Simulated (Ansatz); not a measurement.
# Be3Ir: the cost of one run

Computed with Ansatz 0.2.0 through its Python package. Level of theory: DFT r2SCAN, plane waves, PAW.

**1. Starting point**

Symmetry: I4/mmm, No. 139, tetragonal system. Conventional cell: a = 3.263 Å, b = 3.263 Å, c = 7.251 Å, α = 90.00°, β = 90.00°, γ = 90.00°. Around Be (site symmetry -4m2) lie 8 Be at 2.31 to 2.44 Å and 4 Ir at 2.44 Å. Be (site symmetry 4/mmm) has 4 Ir at 2.31 Å and 8 Be at 2.44 Å as nearest neighbours. Ir (site symmetry 4/mmm) is surrounded by 12 Be at 2.31 to 2.44 Å.

Input file POSCAR:

```text
Be3Ir
1.0
  -1.63160805    1.63160805    3.62557229
   1.63160805   -1.63160805    3.62557229
   1.63160805    1.63160805   -3.62557229
Be Ir
3 1
Direct
   0.75000000    0.25000000    0.50000000
   0.25000000    0.75000000    0.50000000
   0.50000000    0.50000000    0.00000000
   0.00000000    0.00000000    0.00000000
```

**2. Script**

Input file ecut.py:

```python
# -*- coding: utf-8 -*-
"""Cutoff test for Be3Ir."""

import ansatz
from ase.io import read
from tabulate import tabulate


def main():
    atoms = read("POSCAR", format="vasp")
    crystal = ansatz.Crystal.from_ase(atoms)

    calculation = (
        crystal.calculation()
        .functional("r2SCAN")
        .kpoints(10, 10, 10)
        .occupations("Gaussian")
    )

    rows = []
    for value in [250, 350, 450, 550, 650, 750]:
        r = calculation.basis(value).run(threads=1, backend="cpu").report
        rows.append((value, r["free_energy_ev"] / len(r["lattice"]["sites"]), r["n_iterations"], r["n_pw"]))

    print(tabulate(rows, headers=["cutoff (eV)", "F/atom (eV)", "iterations", "plane waves"], floatfmt=".4f", tablefmt="plain"))

    # the last row is the reference
    for row in rows[:-1]:
        shift = 1000 * (row[1] - rows[-1][1])
        print(f"{row[0]}: {shift:+.2f} meV/atom" + ("  (within 5 meV)" if abs(shift) < 5 else ""))


if __name__ == "__main__":
    main()
```

**3. What the engine is handed**

The package turns the script's settings into the engine's input (first run):

```yaml
crystal:
  lattice:
    - [-1.63160805, 1.63160805, 3.62557229]
    - [1.63160805, -1.63160805, 3.62557229]
    - [1.63160805, 1.63160805, -3.62557229]
  atoms:
    - { symbol: Be, position: [0.75, 0.25000000000000006, 0.5] }
    - { symbol: Be, position: [0.25, 0.75, 0.5] }
    - { symbol: Be, position: [0.5, 0.5, 0.0] }
    - { symbol: Ir, position: [0.0, 0.0, 0.0] }
basis:
  ecutwfc: 250.0
kpoints:
  mp_grid:
    grid: [10, 10, 10]
hamiltonian:
  xc: r2scan
scf:
  occupations:
    method: gaussian
```

**4. Running it**

Run with:

```sh
$ python ecut.py
```

**Question.** How long does this script take on 1 thread of Arm Neoverse V1, shared host, and how much memory does it need?

About 48 s, with a peak of 0.72 GiB.
